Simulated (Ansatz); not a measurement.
# Ge: an axial (c/a) deformation path

The task, for Ge: follow an axial (c/a) deformation at fixed volume.

Method: DFT PBEsol, scalar-relativistic, plane waves, PAW, in Ansatz 0.2.0.

## Step 1: The structure to begin with

The structure is orthorhombic, space group Cmmm (No. 65). The conventional cell has a = 2.794 Å, b = 5.201 Å, c = 2.698 Å, α = 90.00°, β = 90.00°, γ = 90.00°. Around Ge (site symmetry mmm) lie 8 Ge at 2.70 to 2.95 Å.

Coordinates:

```
CELL_PARAMETERS angstrom
1.39715 -2.60052 0.00000
1.39715 2.60052 0.00000
0.00000 0.00000 2.69823
ATOMIC_POSITIONS crystal
Ge 0.50000 0.50000 0.00000
```

It goes back to an entry of the Materials Project, which need not be the stable form.

The cell is taken as given, not relaxed at this level.

## Step 2: The reference cell

The reference gives a free energy of -4253.2965 eV, pressure -4.16 GPa, largest force 0.000 eV/Å and gap on the mesh none (metal). It was computed beforehand with the settings of the runs below.

## Step 3: The scan: an axial (c/a) deformation path

At fixed volume and fractional coordinates, lengths along (0.000, 0.000, 1.000) are scaled against those across it; ρ is that ratio over its starting value.

## Step 4: At ρ = 0.850

input.yaml

```yaml
crystal:
  lattice:
    - [1.4749243616, -2.7452794234, 0.0]
    - [1.4749243616, 2.7452794234, 0.0]
    - [0.0, 0.0, 2.4211688516]
  atoms:
    - { symbol: Ge, position: [0.5, 0.5, 0.0] }
basis:
  ecutwfc: 420
kpoints:
  mp_grid: { grid: [22, 22, 20] }
hamiltonian:
  xc: pbesol
scf:
  occupations: { method: gaussian, width: 0.15 }
output:
  forces: true
  stress: true
  eigenvalues: true
  write_density: true
  write_potential: true
  elf: true
  volumetric_format: npy
```

Run with:

```
$ ansatz run input.yaml --threads 1 --pin off --max-ram 2560MiB --backend cpu --events-out ev --progress --plain --runs-dir out
```

The program printed (excerpt; [...] marks lines left out):

```text
Warning: RAYON_NUM_THREADS=1 ignored (pool sized by the plan → 1); use --threads N
[...]
Pseudopotentials: kind: paw
Pseudopotential: Ge, paw, valence charge 14, recommended cutoff 420 eV (normal), Ge.paw.azcp
Functional definition: PBEsol
[...]
Crystal: 1 atoms, lattice volume = 19.607 Å³
Basis set: ecut = 420 eV, 377 PW (Γ), exchange–correlation on 48×48×36 points (8 copies of the dense FFT grid, shifted against one another)
Bands: 11, of which v1, the nominal top of the filled ones, is band 7 counted from 1 (6 counted from 0)
Symmetry: 8 space group operations
Space group: Cmmm (ITA 65), of the structure as read, at distance tolerance 2.7e-5 Å
k-points: 1463 of 9680
[...]
SCF iter   1: F=—  HF=-4253.115736 eV  |F-HF|=—  |Δ(HF+E_count)|=         —  Δρ=1.69e-3  dr2=6.31e-4  ethr=1.77e-3  ⟨swp⟩=5.0  Hψ=93762  notcnv=0
[...]
SCF iter   6: F=-4253.115093 eV  HF=-4253.115093 eV  |F-HF|=2.86e-9  |Δ(HF+E_count)|=   1.20e-8  Δρ=4.00e-6  dr2=1.98e-9  ethr=8.53e-11  ⟨swp⟩=4.9  Hψ=74452  notcnv=0
[...]
SCF converged after 6 iterations
Free energy (F): -4253.115093 eV
[...]
E sigma→0 (E₀):  -4253.112729 eV
Entropy (-TS):   -0.004728 eV (-4.728 meV/atom)
Fermi energy:    10.269653 eV
[...]
--- Forces (eV/Å), atoms counted from 1 ---
  atom   1  Ge     0.00000000     0.00000000    -0.00000000
[...]
--- Stress (GPa, compression-positive) ---
       -9.385679      -0.000000       0.000000
       -0.000000     -10.014609      -0.000000
        0.000000      -0.000000      18.560536
  P = ⅓ Tr σ = -0.2799 GPa (-2.799 kbar)
--- Band table (eV; the first three rows and the last of 1463) ---
  k-point 0: bands = ["-14.7389", "-14.4944", "-14.4614", "-14.3228", "-14.3094", "-2.7762", "15.0148", "16.2261", "19.7973", "21.5146", "21.6677"]
[...]
```

Run time: 53 s. Hardware: 1 thread of Intel Xeon at 2.50GHz (Skylake/Cascade Lake), shared host; peak memory 0.59 GiB.

Axes a, b and c in the maps are those of this run's conventional cell (a, b, c = 2.950, 5.491, 2.421 Å).

Density in a lattice plane of the grid's cell (edges 2.95 and 5.49 Å, at 0.000 of the third edge), which holds Ge.

Values in e/Å³, 12 rows by 6 columns:
```
 0.18  0.31  1.63  7.67  1.63  0.31
 0.13  0.19  0.33  0.51  0.33  0.19
 0.17  0.16  0.16  0.17  0.16  0.16
 0.51  0.33  0.19  0.13  0.19  0.33
 7.67  1.63  0.31  0.18  0.31  1.63
56.50  6.23  0.41  0.20  0.41  6.23
 7.67  1.63  0.31  0.18  0.31  1.63
 0.51  0.33  0.19  0.13  0.19  0.33
 0.17  0.16  0.16  0.17  0.16  0.16
 0.13  0.19  0.33  0.51  0.33  0.19
 0.18  0.31  1.63  7.67  1.63  0.31
 0.20  0.41  6.23 56.50  6.23  0.41
```
Columns run along the first of these edges and rows up along the second, over one cell in 6 and 12 even steps from the bottom left corner. Atoms in the plane (fractional): Ge at (0.00, 0.50), Ge at (0.50, 0.00).

ELF in the same plane.

Values, 12 rows by 6 columns:
```
0.41 0.44 0.29 0.11 0.29 0.44
0.33 0.42 0.42 0.39 0.42 0.42
0.41 0.38 0.38 0.41 0.38 0.38
0.39 0.42 0.42 0.33 0.42 0.42
0.11 0.29 0.44 0.41 0.44 0.29
0.28 0.13 0.42 0.46 0.42 0.13
0.11 0.29 0.44 0.41 0.44 0.29
0.39 0.42 0.42 0.33 0.42 0.42
0.41 0.38 0.38 0.41 0.38 0.38
0.33 0.42 0.42 0.39 0.42 0.42
0.41 0.44 0.29 0.11 0.29 0.44
0.46 0.42 0.13 0.28 0.13 0.42
```
Columns run along the first of these edges and rows up along the second, over one cell in 6 and 12 even steps from the bottom left corner. Atoms in the plane (fractional): Ge at (0.00, 0.50), Ge at (0.50, 0.00).

Both are smooth fields of the valence electrons: close to the nuclei they are not physical.

Maxima of ELF outside the ion cores: 0.63 on the Ge–Ge line, 1.2 Å from Ge.

## Step 5: At ρ = 1.200

input.yaml

```yaml
crystal:
  lattice:
    - [1.3147675467, -2.4471792497, 0.0]
    - [1.3147675467, 2.4471792497, 0.0]
    - [0.0, 0.0, 3.0469591023]
  atoms:
    - { symbol: Ge, position: [0.5, 0.5, 0.0] }
basis:
  ecutwfc: 420
kpoints:
  mp_grid: { grid: [22, 22, 20] }
hamiltonian:
  xc: pbesol
scf:
  occupations: { method: gaussian, width: 0.15 }
output:
  forces: true
  stress: true
  eigenvalues: true
```

Run with:

```
$ ansatz run input.yaml --threads 1 --pin off --max-ram 2560MiB --backend cpu --events-out ev --progress --plain --runs-dir out
```

The program printed (excerpt; [...] marks lines left out):

```text
[...]
SCF converged after 6 iterations
Free energy (F): -4253.129077 eV
[...]
E sigma→0 (E₀):  -4253.126334 eV
Entropy (-TS):   -0.005487 eV (-5.487 meV/atom)
Fermi energy:    10.265400 eV
[...]
--- Forces (eV/Å), atoms counted from 1 ---
  atom   1  Ge     0.00000000     0.00000000     0.00000000
[...]
--- Stress (GPa, compression-positive) ---
        8.579356       0.000000       0.000000
        0.000000       5.660109       0.000000
        0.000000       0.000000     -12.856645
  P = ⅓ Tr σ = 0.4609 GPa (4.609 kbar)
--- Band table (eV; the first three rows and the last of 1463) ---
  k-point 0: bands = ["-14.5315", "-14.4971", "-14.4292", "-14.3349", "-14.3136", "-2.8862", "12.7829", "16.8996", "19.9947", "21.8790", "24.7627"]
[...]
```

Run time: 26 s. Hardware: 1 thread of Intel Xeon at 2.50GHz (Skylake/Cascade Lake), shared host; peak memory 0.61 GiB.

## Step 6: ρ = 0.920

input.yaml, as its differences from that of step 5:

```diff
@@ -2,5 +2,5 @@
   lattice:
-    - [1.3147675467, -2.4471792497, 0.0]
-    - [1.3147675467, 2.4471792497, 0.0]
-    - [0.0, 0.0, 3.0469591023]
+    - [1.43652586, -2.6738082218, 0.0]
+    - [1.43652586, 2.6738082218, 0.0]
+    - [0.0, 0.0, 2.5523350187]
   atoms:
```

Run with:

```
$ ansatz run input.yaml --threads 1 --pin off --max-ram 2560MiB --backend cpu --events-out ev --progress --plain --runs-dir out
```

The program printed (excerpt; [...] marks lines left out):

```text
Warning: RAYON_NUM_THREADS=1 ignored (pool sized by the plan → 1); use --threads N
[...]
[... 3 set-up lines as earlier in the session ...]
[...]
Crystal: 1 atoms, lattice volume = 19.607 Å³
Basis set: ecut = 420 eV, 385 PW (Γ), exchange–correlation on 48×48×36 points (8 copies of the dense FFT grid, shifted against one another)
Bands: 11, of which v1, the nominal top of the filled ones, is band 7 counted from 1 (6 counted from 0)
[... 2 set-up lines as earlier in the session ...]
k-points: 1463 of 9680
[...]
SCF iter   1: F=—  HF=-4253.252736 eV  |F-HF|=—  |Δ(HF+E_count)|=         —  Δρ=1.88e-3  dr2=4.60e-4  ethr=1.77e-3  ⟨swp⟩=5.0  Hψ=91764  notcnv=0
[...]
SCF iter   6: F=-4253.252254 eV  HF=-4253.252254 eV  |F-HF|=1.95e-9  |Δ(HF+E_count)|=   1.17e-8  Δρ=3.52e-6  dr2=1.32e-9  ethr=1.06e-10  ⟨swp⟩=2.4  Hψ=50740  notcnv=0
[...]
SCF converged after 6 iterations
Free energy (F): -4253.252254 eV
[...]
E sigma→0 (E₀):  -4253.249674 eV
Entropy (-TS):   -0.005160 eV (-5.160 meV/atom)
Fermi energy:    10.240253 eV
[...]
--- Forces (eV/Å), atoms counted from 1 ---
  atom   1  Ge     0.00000000     0.00000000     0.00000000
[...]
--- Stress (GPa, compression-positive) ---
       -7.116787       0.000000       0.000000
        0.000000      -8.622376       0.000000
        0.000000       0.000000       6.322243
  P = ⅓ Tr σ = -3.1390 GPa (-31.390 kbar)
--- Band table (eV; the first three rows and the last of 1463) ---
  k-point 0: bands = ["-14.5699", "-14.4371", "-14.3963", "-14.2804", "-14.2647", "-2.6720", "16.1523", "17.5011", "19.1232", "20.6708", "22.3113"]
[...]
```

Run time: 30 s. Hardware: 1 thread of Intel Xeon at 2.50GHz (Skylake/Cascade Lake), shared host; peak memory 0.62 GiB.

## Step 7: ρ = 1.100

input.yaml, as its differences from that of step 6:

```diff
@@ -2,5 +2,5 @@
   lattice:
-    - [1.43652586, -2.6738082218, 0.0]
-    - [1.43652586, 2.6738082218, 0.0]
-    - [0.0, 0.0, 2.5523350187]
+    - [1.3534591814, -2.5191960603, 0.0]
+    - [1.3534591814, 2.5191960603, 0.0]
+    - [0.0, 0.0, 2.8752409889]
   atoms:
```

Run with:

```
$ ansatz run input.yaml --threads 1 --pin off --max-ram 2560MiB --backend cpu --events-out ev --progress --plain --runs-dir out
```

The program printed (excerpt; [...] marks lines left out):

```text
[...]
SCF converged after 6 iterations
Free energy (F): -4253.244257 eV
[...]
E sigma→0 (E₀):  -4253.241582 eV
Entropy (-TS):   -0.005350 eV (-5.350 meV/atom)
Fermi energy:    10.235821 eV
[...]
--- Forces (eV/Å), atoms counted from 1 ---
  atom   1  Ge     0.00000000     0.00000000    -0.00000000
[...]
--- Stress (GPa, compression-positive) ---
        2.986488      -0.000000       0.000000
       -0.000000      -0.392640      -0.000000
        0.000000      -0.000000     -10.752991
  P = ⅓ Tr σ = -2.7197 GPa (-27.197 kbar)
--- Band table (eV; the first three rows and the last of 1463) ---
  k-point 0: bands = ["-14.4776", "-14.4496", "-14.3896", "-14.2939", "-14.2748", "-2.7176", "14.6048", "18.5465", "18.7288", "20.4213", "23.6874"]
[...]
```

It took 29 s on 1 thread of Intel Xeon at 2.50GHz (Skylake/Cascade Lake), shared host; peak memory 0.6 GiB.

## Step 8: At ρ = 0.960

input.yaml, as its differences from that of step 7:

```diff
@@ -2,5 +2,5 @@
   lattice:
-    - [1.3534591814, -2.5191960603, 0.0]
-    - [1.3534591814, 2.5191960603, 0.0]
-    - [0.0, 0.0, 2.8752409889]
+    - [1.416290406, -2.6361439341, 0.0]
+    - [1.416290406, 2.6361439341, 0.0]
+    - [0.0, 0.0, 2.6257897556]
   atoms:
```

Run with:

```
$ ansatz run input.yaml --threads 1 --pin off --max-ram 2560MiB --backend cpu --events-out ev --progress --plain --runs-dir out
```

The program printed (excerpt; [...] marks lines left out):

```text
[...]
SCF converged after 6 iterations
Free energy (F): -4253.286784 eV
[...]
E sigma→0 (E₀):  -4253.284280 eV
Entropy (-TS):   -0.005009 eV (-5.009 meV/atom)
Fermi energy:    10.225675 eV
[...]
--- Forces (eV/Å), atoms counted from 1 ---
  atom   1  Ge     0.00000000     0.00000000     0.00000000
[...]
--- Stress (GPa, compression-positive) ---
       -5.070017       0.000000       0.000000
        0.000000      -6.762788       0.000000
        0.000000       0.000000      -0.003249
  P = ⅓ Tr σ = -3.9454 GPa (-39.454 kbar)
--- Band table (eV; the first three rows and the last of 1463) ---
  k-point 0: bands = ["-14.5187", "-14.4263", "-14.3807", "-14.2737", "-14.2576", "-2.6472", "16.7648", "17.9412", "18.1899", "20.7683", "22.4066"]
[...]
```

Wall time 40 s (1 thread of Intel Xeon at 2.50GHz (Skylake/Cascade Lake), shared host); peak memory 0.61 GiB.

## Step 9: At ρ = 1.050

input.yaml, as its differences from that of step 8:

```diff
@@ -2,5 +2,5 @@
   lattice:
-    - [1.416290406, -2.6361439341, 0.0]
-    - [1.416290406, 2.6361439341, 0.0]
-    - [0.0, 0.0, 2.6257897556]
+    - [1.3746103974, -2.5585648577, 0.0]
+    - [1.3746103974, 2.5585648577, 0.0]
+    - [0.0, 0.0, 2.7874387103]
   atoms:
```

Run with:

```
$ ansatz run input.yaml --threads 1 --pin off --max-ram 2560MiB --backend cpu --events-out ev --progress --plain --runs-dir out
```

The program printed (excerpt; [...] marks lines left out):

```text
Warning: RAYON_NUM_THREADS=1 ignored (pool sized by the plan → 1); use --threads N
[...]
[... 3 set-up lines as earlier in the session ...]
[...]
Crystal: 1 atoms, lattice volume = 19.607 Å³
Basis set: ecut = 420 eV, 397 PW (Γ), exchange–correlation on 40×40×40 points (8 copies of the dense FFT grid, shifted against one another)
Bands: 11, of which v1, the nominal top of the filled ones, is band 7 counted from 1 (6 counted from 0)
[... 2 set-up lines as earlier in the session ...]
k-points: 1463 of 9680
[...]
SCF iter   1: F=—  HF=-4253.282068 eV  |F-HF|=—  |Δ(HF+E_count)|=         —  Δρ=2.04e-3  dr2=4.03e-4  ethr=1.77e-3  ⟨swp⟩=5.0  Hψ=89620  notcnv=0
[...]
SCF iter   6: F=-4253.281667 eV  HF=-4253.281667 eV  |F-HF|=1.12e-10  |Δ(HF+E_count)|=   4.21e-9  Δρ=9.24e-7  dr2=6.70e-11  ethr=4.86e-11  ⟨swp⟩=1.3  Hψ=50263  notcnv=0
[...]
SCF converged after 6 iterations
Free energy (F): -4253.281667 eV
[...]
E sigma→0 (E₀):  -4253.279061 eV
Entropy (-TS):   -0.005213 eV (-5.213 meV/atom)
Fermi energy:    10.225318 eV
[...]
--- Forces (eV/Å), atoms counted from 1 ---
  atom   1  Ge     0.00000000     0.00000000     0.00000000
[...]
--- Stress (GPa, compression-positive) ---
        0.105208       0.000000       0.000000
        0.000000      -2.799315       0.000000
        0.000000       0.000000      -8.482271
  P = ⅓ Tr σ = -3.7255 GPa (-37.255 kbar)
--- Band table (eV; the first three rows and the last of 1463) ---
  k-point 0: bands = ["-14.4716", "-14.4340", "-14.3778", "-14.2804", "-14.2621", "-2.6671", "15.6738", "18.0563", "19.4659", "19.6538", "23.1379"]
[...]
```

It took 38 s on 1 thread of Intel Xeon at 2.50GHz (Skylake/Cascade Lake), shared host; peak memory 0.6 GiB.

## Step 10: At ρ = 0.800

input.yaml, as its differences from that of step 9:

```diff
@@ -2,5 +2,5 @@
   lattice:
-    - [1.3746103974, -2.5585648577, 0.0]
-    - [1.3746103974, 2.5585648577, 0.0]
-    - [0.0, 0.0, 2.7874387103]
+    - [1.5050331364, -2.8013209412, 0.0]
+    - [1.5050331364, 2.8013209412, 0.0]
+    - [0.0, 0.0, 2.3252649872]
   atoms:
```

Run with:

```
$ ansatz run input.yaml --threads 1 --pin off --max-ram 2560MiB --backend cpu --events-out ev --progress --plain --runs-dir out
```

The program printed (excerpt; [...] marks lines left out):

```text
Warning: RAYON_NUM_THREADS=1 ignored (pool sized by the plan → 1); use --threads N
[...]
[... 3 set-up lines as earlier in the session ...]
[...]
Crystal: 1 atoms, lattice volume = 19.607 Å³
Basis set: ecut = 420 eV, 391 PW (Γ), exchange–correlation on 48×48×32 points (8 copies of the dense FFT grid, shifted against one another)
Bands: 11, of which v1, the nominal top of the filled ones, is band 7 counted from 1 (6 counted from 0)
[... 2 set-up lines as earlier in the session ...]
k-points: 1463 of 9680
[...]
SCF iter   1: F=—  HF=-4252.936585 eV  |F-HF|=—  |Δ(HF+E_count)|=         —  Δρ=1.56e-3  dr2=4.74e-4  ethr=1.77e-3  ⟨swp⟩=5.0  Hψ=95333  notcnv=0
[...]
SCF iter   6: F=-4252.936002 eV  HF=-4252.936002 eV  |F-HF|=8.78e-10  |Δ(HF+E_count)|=   1.06e-8  Δρ=2.72e-6  dr2=8.93e-10  ethr=8.99e-11  ⟨swp⟩=2.0  Hψ=51554  notcnv=0
[...]
SCF converged after 6 iterations
Free energy (F): -4252.936002 eV
[...]
E sigma→0 (E₀):  -4252.933689 eV
Entropy (-TS):   -0.004626 eV (-4.626 meV/atom)
Fermi energy:    10.220517 eV
[...]
--- Forces (eV/Å), atoms counted from 1 ---
  atom   1  Ge     0.00000000     0.00000000    -0.00000000
[...]
--- Stress (GPa, compression-positive) ---
      -10.702315      -0.000000       0.000000
       -0.000000     -11.513052      -0.000000
        0.000000      -0.000000      34.410442
  P = ⅓ Tr σ = 4.0650 GPa (40.650 kbar)
--- Band table (eV; the first three rows and the last of 1463) ---
  k-point 0: bands = ["-14.9118", "-14.5533", "-14.5252", "-14.3551", "-14.3435", "-2.8956", "14.1534", "15.2663", "18.9991", "20.9927", "22.4434"]
[...]
```

Run time: 37 s. Hardware: 1 thread of Intel Xeon at 2.50GHz (Skylake/Cascade Lake), shared host; peak memory 0.61 GiB.

## Step 11: Point ρ = 1.300

input.yaml

```yaml
crystal:
  lattice:
    - [1.2801521997, -2.3827496407, 0.0]
    - [1.2801521997, 2.3827496407, 0.0]
    - [0.0, 0.0, 3.2139666242]
  atoms:
    - { symbol: Ge, position: [0.5, 0.5, 0.0] }
basis:
  ecutwfc: 420
kpoints:
  mp_grid: { grid: [22, 22, 20] }
hamiltonian:
  xc: pbesol
scf:
  occupations: { method: gaussian, width: 0.15 }
output:
  forces: true
  stress: true
  eigenvalues: true
  write_density: true
  write_potential: true
  elf: true
  volumetric_format: npy
```

Run with:

```
$ ansatz run input.yaml --threads 1 --pin off --max-ram 2560MiB --backend cpu --events-out ev --progress --plain --runs-dir out
```

The program printed (excerpt; [...] marks lines left out):

```text
[...]
SCF converged after 6 iterations
Free energy (F): -4252.980000 eV
[...]
E sigma→0 (E₀):  -4252.977338 eV
Entropy (-TS):   -0.005323 eV (-5.323 meV/atom)
Fermi energy:    10.287733 eV
[...]
--- Forces (eV/Å), atoms counted from 1 ---
  atom   1  Ge    -0.00000000     0.00000000    -0.00000000
[...]
--- Stress (GPa, compression-positive) ---
       15.697630      -0.000000       0.000000
       -0.000000      11.427524      -0.000000
        0.000000      -0.000000     -12.212972
  P = ⅓ Tr σ = 4.9707 GPa (49.707 kbar)
--- Band table (eV; the first three rows and the last of 1463) ---
  k-point 0: bands = ["-14.6089", "-14.5632", "-14.4835", "-14.3800", "-14.3561", "-3.1283", "11.2955", "15.5673", "21.1732", "23.2529", "25.7613"]
[...]
```

Run time: 49 s. Hardware: 1 thread of Intel Xeon at 2.50GHz (Skylake/Cascade Lake), shared host; peak memory 0.59 GiB.

Axes a, b and c in the maps are those of this run's conventional cell (a, b, c = 2.560, 4.765, 3.214 Å).

Density in a lattice plane of the grid's cell (edges 2.56 and 4.77 Å, at 0.000 of the third edge), which holds Ge.

Ten even steps from ' ' (0.25 e/Å³) to '@' (56.47 e/Å³):
```
        ..--++--..      
            ..          
                        
                        
                        
                        
                        
..                      
++--..              ..--
@@**..              ..**
++--..              ..--
..                      
                        
                        
                        
                        
                        
            ..          
        ..--++--..      
        ..**@@**..      
```
Columns run along the first of these edges and rows up along the second, over one cell in 12 and 20 even steps from the bottom left corner. Atoms in the plane (fractional): Ge at (0.00, 0.50), Ge at (0.50, 0.00).

ELF in the same plane.

Values, 12 rows by 6 columns:
```
0.49 0.42 0.22 0.06 0.22 0.42
0.40 0.43 0.42 0.39 0.42 0.43
0.43 0.45 0.45 0.43 0.45 0.45
0.39 0.42 0.43 0.40 0.43 0.42
0.06 0.22 0.42 0.49 0.42 0.22
0.31 0.09 0.41 0.52 0.41 0.09
0.06 0.22 0.42 0.49 0.42 0.22
0.39 0.42 0.43 0.40 0.43 0.42
0.43 0.45 0.45 0.43 0.45 0.45
0.40 0.43 0.42 0.39 0.42 0.43
0.49 0.42 0.22 0.06 0.22 0.42
0.52 0.41 0.09 0.31 0.09 0.41
```
Columns run along the first of these edges and rows up along the second, over one cell in 6 and 12 even steps from the bottom left corner. Atoms in the plane (fractional): Ge at (0.00, 0.50), Ge at (0.50, 0.00).

Both are smooth fields of the valence electrons: close to the nuclei they are not physical.

The highest ELF values outside the cores: 0.52 on the Ge–Ge line, 1.3 Å from Ge.

## Step 12: Results of the scan

Collected from the runs (energy zero: the undisturbed cell):

| ρ | ΔE (meV/atom) | pressure (GPa) | space group |
| --- | --- | --- | --- |
| 0.800 | 360.5 | 4.1 | Cmmm |
| 0.850 | 181.4 | -0.3 | Cmmm |
| 0.920 | 44.2 | -3.1 | Cmmm |
| 0.960 | 9.7 | -3.9 | Cmmm |
| 1.000 | 0.0 | -4.2 | Cmmm |
| 1.050 | 14.8 | -3.7 | Cmmm |
| 1.100 | 52.2 | -2.7 | Cmmm |
| 1.200 | 167.4 | 0.5 | Cmmm |
| 1.300 | 316.5 | 5.0 | Cmmm |

## Step 13: Summary of results

| quantity | value |
| --- | --- |
| highest point | 360.5 meV/atom at ρ = 0.800 |

What this shows: The undisturbed cell stays the lowest of the sampled points. No sampled point inside the path is a dip, apart from those named.
